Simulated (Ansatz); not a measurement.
# CrFeAs: the cost of one run

Computed with the Python package of Ansatz 0.2.0. Level of theory: DFT PBEsol, plane waves, PAW.

## (1) The structure

Symmetry: P-62m, No. 189, hexagonal system. The conventional cell has a = 6.069 Å, b = 6.069 Å, c = 3.684 Å, α = 90.00°, β = 90.00°, γ = 120.00°. Cr (site symmetry m2m) has 5 As at 2.50 to 2.60 Å and 6 Fe at 2.77 to 2.86 Å in its first shell of neighbours. Fe (site symmetry m2m) has 4 As at 2.33 to 2.37 Å and 2 Fe at 2.59 Å in its first shell of neighbours. As (site symmetry -6) is surrounded by 3 Fe at 2.33 Å and 6 Cr at 2.60 Å. As (site symmetry -62m) is surrounded by 6 Fe at 2.37 Å and 3 Cr at 2.50 Å.

crfeas.xyz, read by the script:

```xyz
9
Lattice="6.06932622 0.0 0.0 -3.03466311 5.25619069 0.0 0.0 0.0 3.683951" Properties=species:S:1:pos:R:3:initial_magmoms:R:1 pbc="T T T"
Cr    3.56529216    0.00000000    0.00000000  2.10
Cr   -1.78264608    3.08763358    0.00000000  2.10
Cr    1.25201703    2.16855710    0.00000000  2.10
Fe    1.49636810    0.00000000    1.84197550  2.40
Fe   -0.74818405    1.29589279    1.84197550  2.40
Fe    2.28647906    3.96029790    1.84197550  2.40
As   -0.00000003    3.50412714    1.84197550  0.00
As    3.03466314    1.75206354    1.84197550  0.00
As    0.00000000    0.00000000    0.00000000  0.00
```

## (2) The code

Input file run_pdos.py:

```python
"""Which atoms and shells make the states of CrFeAs."""

import ansatz as az
import matplotlib.pyplot as plt
import numpy as np

ECUT = 550
MESH = (5, 5, 7)
TOLERANCE = 1e-10
N_EMPTY = 24

xtal = az.Crystal.from_extxyz("crfeas.xyz")

setup = xtal.calculation()
setup = setup.functional(az.Functional.PBESOL).basis(ECUT)
setup = setup.kpoints(*MESH).occupations(az.OccupationsMethod.FERMI_DIRAC, width=100 * az.meV)
setup = setup.spin(az.SpinTreatment.COLLINEAR).scf(tolerance=TOLERANCE)
setup = setup.scf(extra_bands=N_EMPTY).density_of_states(projected=True, energy_step=0.1)
session = setup.session()
planned = session.plan(threads=1)
done = planned.execute()
data = done.report

dos = done.density_of_states()
energy = np.asarray(dos.energies_ev) - dos.fermi_ev
curves = {}
for site in done.projected_density_of_states().sites:
    for shell in site.shells:
        weight = sum(np.sum(curve.g_bin_mean_per_ev, axis=0) for curve in shell.curves)
        name = f"{site.species} {shell.label}"
        curves[name] = curves.get(name, 0) + weight

window = (energy > -6) & (energy < 4)
fig, ax = plt.subplots(figsize=(5.5, 3.5))
for name, g in curves.items():
    if g[window].max() > 0.05:
        ax.plot(energy[window], g[window], label=name, lw=1)
        print(f"{name:8s} peak {g[window].max():7.3f} states/eV at {energy[window][g[window].argmax()]:6.2f} eV")
ax.set(xlabel="E - E_F (eV)", ylabel="states/eV")
ax.legend(fontsize=7)
fig.tight_layout()
fig.savefig("pdos.png", dpi=100)
```

## (3) What the engine is handed

The package turns the script's settings into the engine's input:

```yaml
crystal:
  lattice:
    - [6.06932622, 0.0, 0.0]
    - [-3.03466311, 5.25619069, 0.0]
    - [0.0, 0.0, 3.683951]
  atoms:
    - { symbol: Cr, position: [0.5874279995448984, 0.0, 0.0], spin: 2.1 }
    - { symbol: Cr, position: [-2.1433959638820065e-10, 0.5874279991162192, 0.0], spin: 2.1 }
    - { symbol: Cr, position: [0.4125719997181819, 0.41257199898126223, 0.0], spin: 2.1 }
    - { symbol: Fe, position: [0.2465459996315703, 0.0, 0.5], spin: 2.4 }
    - { symbol: Fe, position: [1.978425658654187e-10, 0.24654600002725544, 0.5], spin: 2.4 }
    - { symbol: Fe, position: [0.7534540001705871, 0.7534539999727444, 0.5], spin: 2.4 }
    - { symbol: As, position: [0.3333333296587909, 0.6666666692033579, 0.5], spin: 0.0 }
    - { symbol: As, position: [0.6666666693899498, 0.3333333288941235, 0.5], spin: 0.0 }
    - { symbol: As, position: [0.0, 0.0, 0.0], spin: 0.0 }
basis:
  ecutwfc: 550.0
kpoints:
  mp_grid:
    grid: [5, 5, 7]
hamiltonian:
  xc: pbesol
magnetization:
  spin_polarized: true
scf:
  n_extra_bands: 24
  convergence:
    dr2_threshold: 1.0e-10
  occupations:
    method: fermi_dirac
    width: 0.1
output:
  dos:
    de: 0.1
    projected: true
```

## (4) The run

Launch:

```
> python run_pdos.py
```

What time and memory should one allow on 1 thread of Arm Neoverse V1, shared host?

About 3.9 min, with a peak of 0.88 GiB.
